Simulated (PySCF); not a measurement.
**[Hg(H2O)4]2+: a change of charge**

How does [Hg(H2O)4]2+ respond at fixed geometry? The runs cover a change of charge. It is a constructed species; whether it can be made isn't addressed.

Method: PBE0, Hg def2-SVP with ECP60, O def2-SVP, H def2-SVP; scalar-relativistic core potentials, no spin–orbit coupling; program: PySCF 2.14.0.

1 further run of the same task is left out (for a known fault of the program).

## Step 1: The system as given

13 atoms, charge 2, spin multiplicity 1.

Bond lengths: Hg1–O2 2.253 Å, Hg1–O5 2.253 Å, Hg1–O8 2.253 Å, Hg1–O11 2.253 Å, O2–H3 0.971 Å, O2–H4 0.971 Å, O5–H6 0.971 Å, O5–H7 0.971 Å, O8–H9 0.971 Å, O8–H10 0.971 Å, O11–H12 0.971 Å, O11–H13 0.971 Å. Angles: O2–Hg1–O5 109.8°, O2–Hg1–O8 108.8°, O2–Hg1–O11 109.8°, O5–Hg1–O8 109.8°, O5–Hg1–O11 108.8°, O8–Hg1–O11 109.8°, Hg1–O2–H3 125.8°, Hg1–O2–H4 126.3°, H3–O2–H4 107.5°, Hg1–O5–H6 126.3°, Hg1–O5–H7 125.8°, H6–O5–H7 107.5°, Hg1–O8–H9 126.3°, Hg1–O8–H10 125.8°, H9–O8–H10 107.5°, Hg1–O11–H12 125.8°, Hg1–O11–H13 126.3°, H12–O11–H13 107.5°.

Coordinates:

```xyz
13
H8HgO4
Hg    0.0000    0.0000    0.0000
O     1.3119    1.2672    1.3234
H     1.2495    1.3326    2.2905
H     2.1013    1.7606    1.0469
O    -1.3119   -1.3234    1.2672
H    -2.1012   -1.0469    1.7607
H    -1.2496   -2.2904    1.3327
O     1.3119   -1.2672   -1.3234
H     2.1013   -1.7606   -1.0469
H     1.2495   -1.3326   -2.2905
O    -1.3119    1.3234   -1.2672
H    -1.2496    2.2904   -1.3327
H    -2.1012    1.0469   -1.7607
```

Formal oxidation states: Hg +2. An earlier session relaxed this geometry at PBE0, Hg def2-SVP with ECP60, O def2-SVP, H def2-SVP (singlet, point group D2).

Its energy there is -457.989201 Eh.

## Step 2: One electron removed, multiplicity 2

File run.py (the lines that set the calculation):

```python
mol = gto.M(atom='''
Hg    -0.00002     0.00000     0.00000
O      1.31186     1.26717     1.32343
H      1.24955     1.33256     2.29051
H      2.10126     1.76061     1.04691
O     -1.31190    -1.32342     1.26717
H     -2.10118    -1.04688     1.76070
H     -1.24959    -2.29045     1.33268
O      1.31186    -1.26717    -1.32343
H      2.10126    -1.76061    -1.04691
H      1.24955    -1.33256    -2.29051
O     -1.31190     1.32342    -1.26717
H     -1.24959     2.29045    -1.33268
H     -2.10118     1.04688    -1.76070''',
    basis={'Hg': 'def2-SVP', 'O': 'def2-SVP', 'H': 'def2-SVP'},
    ecp={'Hg': 'def2-SVP'},
    charge=3, spin=1)
mf = dft.UKS(mol, xc='PBE0')
mf.grids.atom_grid = (50, 194)
mf = mf.density_fit()  # fitting sets: Hg def2-universal-JKFIT, O def2-universal-JKFIT, H def2-universal-JKFIT
mf.conv_tol = 1e-08; mf.max_cycle = 55
mf.kernel(dm0)  # dm0: the density of the relaxed state
```

On the command line:

```bash
$ OMP_NUM_THREADS=2 python run.py
```

What it wrote:

```text
init E= -457.9948247349
cycle= 1 E= -457.193800770921  delta_E= 0.801  |g|= 0.255  |ddm|= 0.679
  HOMO = -0.936346627512  LUMO = -0.897679784858  gap/eV = 1.05218
cycle= 2 E= -457.182429384942  delta_E= 0.0114  |g|= 0.332  |ddm|= 0.372
  HOMO = -0.885668807367  LUMO = -0.846842410833  gap/eV = 1.05652
cycle= 3 E= -457.221539790704  delta_E= -0.0391  |g|= 0.0209  |ddm|= 0.201
  HOMO = -0.881240123043  LUMO = -0.842460361082  gap/eV = 1.05525
cycle= 4 E= -457.221686358655  delta_E= -0.000147  |g|= 0.0124  |ddm|= 0.0373
  HOMO = -0.879633017455  LUMO = -0.841279087965  gap/eV = 1.04366
cycle= 5 E= -457.221702390166  delta_E= -1.6e-05  |g|= 0.0107  |ddm|= 0.0206
  HOMO = -0.879985662172  LUMO = -0.84124967944  gap/eV = 1.05406
cycle= 6 E= -457.221751627673  delta_E= -4.92e-05  |g|= 0.00348  |ddm|= 0.0159
  HOMO = -0.880088995573  LUMO = -0.841196240637  gap/eV = 1.05833
cycle= 7 E= -457.221757889713  delta_E= -6.26e-06  |g|= 0.000279  |ddm|= 0.00415
  HOMO = -0.880080656095  LUMO = -0.841187797834  gap/eV = 1.05833
cycle= 8 E= -457.221757957265  delta_E= -6.76e-08  |g|= 6.62e-05  |ddm|= 0.000434
  HOMO = -0.880077861668  LUMO = -0.841185541475  gap/eV = 1.05831
cycle= 9 E= -457.221757961502  delta_E= -4.24e-09  |g|= 1.71e-05  |ddm|= 0.000102
  HOMO = -0.88007592751  LUMO = -0.841183704538  gap/eV = 1.05831
Extra cycle  E= -457.221757961674  delta_E= -1.72e-10  |g|= 1.47e-05  |ddm|= 2.99e-05
converged SCF energy = -457.221757961674  <S^2> = 0.75375487  2S+1 = 2.0037514
```

Wall time 6.3 s (2 threads of Arm Neoverse V2, shared host).

Read off: E = -457.221758 Eh (+20.883 eV from the relaxed state), HOMO -23.95 eV, LUMO -22.89 eV (over both spins), ⟨S²⟩ = 0.754, Mulliken charge on Hg1 +1.18 e. 

## Step 3: One electron added, multiplicity 2

Changes to run.py (the lines that set the calculation) since step 2:

```diff
@@ -16,3 +16,3 @@
     ecp={'Hg': 'def2-SVP'},
-    charge=3, spin=1)
+    charge=1, spin=1)
 mf = dft.UKS(mol, xc='PBE0')
```

On the command line:

```bash
$ OMP_NUM_THREADS=2 python run.py
```

What it wrote:

```text
init E= -457.994449924437
  HOMO = -0.447794081828  LUMO = -0.441865880254  gap/eV = 0.16131
cycle= 1 E= -458.332321427554  delta_E= -0.338  |g|= 0.205  |ddm|= 2.01
  HOMO = -0.246269973145  LUMO = -0.172136878792  gap/eV = 2.01726
cycle= 2 E= -458.334045619314  delta_E= -0.00172  |g|= 0.238  |ddm|= 0.814
  HOMO = -0.285484388933  LUMO = -0.206604130133  gap/eV = 2.14644
cycle= 3 E= -458.35705561435  delta_E= -0.023  |g|= 0.0197  |ddm|= 0.332
  HOMO = -0.291551670156  LUMO = -0.21129881526  gap/eV = 2.18379
cycle= 4 E= -458.357181367784  delta_E= -0.000126  |g|= 0.0129  |ddm|= 0.0373
  HOMO = -0.292312518052  LUMO = -0.211624549638  gap/eV = 2.19563
cycle= 5 E= -458.357244176543  delta_E= -6.28e-05  |g|= 0.00191  |ddm|= 0.0119
  HOMO = -0.292538953464  LUMO = -0.211570305257  gap/eV = 2.20327
cycle= 6 E= -458.357246569273  delta_E= -2.39e-06  |g|= 0.000517  |ddm|= 0.00347
  HOMO = -0.292461109551  LUMO = -0.211443424301  gap/eV = 2.20460
cycle= 7 E= -458.357246821188  delta_E= -2.52e-07  |g|= 0.00013  |ddm|= 0.000937
  HOMO = -0.29246719167  LUMO = -0.211447357594  gap/eV = 2.20466
cycle= 8 E= -458.357246842191  delta_E= -2.1e-08  |g|= 2.38e-05  |ddm|= 0.000328
  HOMO = -0.292468085996  LUMO = -0.211452344677  gap/eV = 2.20455
cycle= 9 E= -458.357246842872  delta_E= -6.8e-10  |g|= 5.19e-06  |ddm|= 7.39e-05
  HOMO = -0.292468632491  LUMO = -0.211453086896  gap/eV = 2.20455
Extra cycle  E= -458.357246842869  delta_E= 2.5e-12  |g|= 6.63e-06  |ddm|= 1e-05
converged SCF energy = -458.357246842869  <S^2> = 0.75105695  2S+1 = 2.0010567
```

Run time: 6.5 s. Hardware: 2 threads of Arm Neoverse V2, shared host.

It gives: E = -458.357247 Eh (-10.015 eV from the relaxed state), HOMO -7.96 eV, LUMO -5.75 eV (over both spins), ⟨S²⟩ = 0.751, Mulliken charge on Hg1 +0.39 e. 

## Step 4: Results

| state | energy from the relaxed state (eV) | ⟨S²⟩ | time |
| --- | --- | --- | --- |
| charge +2, singlet, vacuum (relaxed) | 0 | 0.00 |  |
| charge +1, doublet, vacuum | -10.02 | 0.75 | 6.5 s |
| charge +3, doublet, vacuum | 20.88 | 0.75 | 6.3 s |

An electron taken off or put on is at rest in vacuum. 

Removing an electron vertically costs 20.88 eV (doublet), against −HOMO = 18.88 eV. Adding an electron vertically releases 10.02 eV (doublet). The bases are small and lack diffuse functions. Spin–orbit coupling is left out.
